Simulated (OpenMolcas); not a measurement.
**HfBr: electronic states by CASSCF, CASPT2 and spin–orbit RASSI**

Which states of HfBr lie lowest, and how does spin–orbit coupling split them?

Method: SA-CASSCF(9,9), XMS-CASPT2, RASSI; ANO-RCC-VDZP; program: OpenMolcas 26.06.

All values are calculated.

## (1) Set-up

C2 symmetry about the axis (a holds Σ, Δ, Γ; b holds Π, Φ, H; Σ⁺ and Σ⁻ are not told apart); roots by multiplicity and irrep: 6b 10.

Active shells: Hf 6s 5d, Br 4p.

m.inp

```
&GATEWAY
Coord
2
angstrom
Hf 0.0 0.0 0.0
Br 0.0 0.0 2.4550
Basis=ANO-RCC-VDZP
Group=XY
RX2C
AMFI
ANGMom
0.0 0.0 0.0
RICD
&SEWARD
&GUESSORB
&RASSCF
FileOrb=$CurrDir/o62.orb
Symmetry=2
Spin=6
nActEl=9 0 0
Inactive=27 22
RAS2=5 4
CIRoot=10 10 1
Linear
Iterations=120 100
OrbListing=Nothing
PRWF=0.15
>>COPY $Project.RasOrb $CurrDir/o62.orb
>>COPY $Project.rasscf.h5 $CurrDir/r62.h5
&CASPT2
XMultistate=all
Imaginary=0.2
IPEA=0.25
MaxIter=40
>>COPY $Project.JobMix JOB001
&RASSI
Nr of JobIphs=1 10
1 2 3 4 5 6 7 8 9 10
SpinOrbit
EJob
Omega
MEES
MESO
Properties=4
'AngMom' 3 'Mltpl  1' 1 'Mltpl  1' 2 'Mltpl  1' 3
Thrs=1.0d-4
>>COPY $Project.rassi.h5 $CurrDir/so.h5
```

Each module block was a call of its own in one work directory; start orbitals came from a preliminary run.

Run with:

```sh
$ pymolcas m.inp
```

## (2) The spin-free blocks

Further steps of the session: From Λ–S states to Ω levels.

Q: Predict the outcome of this session. Wanted: lowest spin-free state; next spin-free state; lowest level; next level; lowering by spin–orbit coupling.

As calculated:

| quantity | value |
| --- | --- |
| lowest spin-free state | (1)6Π |
| next spin-free state | (1)6Φ, 0.021 eV |
| lowest level | Ω = 3/2, 97 % (1)6Π |
| next level | Ω = 1/2, 925 cm⁻¹ |
| lowering by spin–orbit coupling | 2294 cm⁻¹ |

In words: At 2.455 Å the lowest computed level has Ω = 3/2 and is 97 % (1)6Π. The levels that stem mainly from (1)6Π spread over 4657 cm⁻¹. Only the spin multiplicities and numbers of roots in the input were computed, so the list of states is not complete and the lowest one found need not be the ground state; labels number the states computed. For d and f metals this valence active space lacks a second d shell: the order of states is not reliable within half an eV or more, and the lowest computed state need not be the true ground state. Only multiplicity 6 was computed, all of high spin, so states of lower spin, the ground state among them perhaps, are missing.
